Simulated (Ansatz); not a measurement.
# BClH2O2: the cost of one run

Method: RKS PBE0-D4/def2-SVP, in Ansatz 0.2.0.

## 1. The starting structure

Bond lengths: B1–O2 1.410 Å, O2–H3 1.010 Å, B1–Cl4 1.860 Å, B1–O5 1.410 Å, O5–H6 1.010 Å. Angles: B1–O2–H3 109.5°, O2–B1–Cl4 120.0°, O2–B1–O5 120.0°, Cl4–B1–O5 120.0°, B1–O5–H6 109.5°.

As a file:

```xyz
6

B     0.0000    0.0000    0.0000
O     0.0000    0.0000    1.4100
H    -0.9095   -0.2814    1.7471
Cl    1.6108    0.0000   -0.9300
O    -1.2211    0.0000   -0.7050
H    -1.7308   -0.8467   -0.4965
```

## 2. Preparing the start

The input, input.yaml:

```yaml
crystal:
  periodic: [false, false, false]
  atoms:
    - { symbol: B, position_ang: [0.0, 0.0, 0.0] }
    - { symbol: O, position_ang: [0.0, 0.0, 1.41] }
    - { symbol: H, position_ang: [-0.9095, -0.2814, 1.7471] }
    - { symbol: Cl, position_ang: [1.6108, 0.0, -0.93] }
    - { symbol: O, position_ang: [-1.2211, 0.0, -0.705] }
    - { symbol: H, position_ang: [-1.7308, -0.8467, -0.4965] }
basis:
  gaussian: { orbitals: def2-SVP }
hamiltonian:
  xc: pbe0
  dispersion: d4
relax:
  f_tol: 0.02
  max_steps: 40
```

On the command line:

```sh
$ ansatz run input.yaml --threads 1 --pin off --max-ram 2048MiB --backend cpu --events-out ev --progress --plain --runs-dir out
```

What time and memory should one allow on 1 thread of Arm Neoverse V1, shared host?

About 18 s, with a peak of 0.14 GiB.
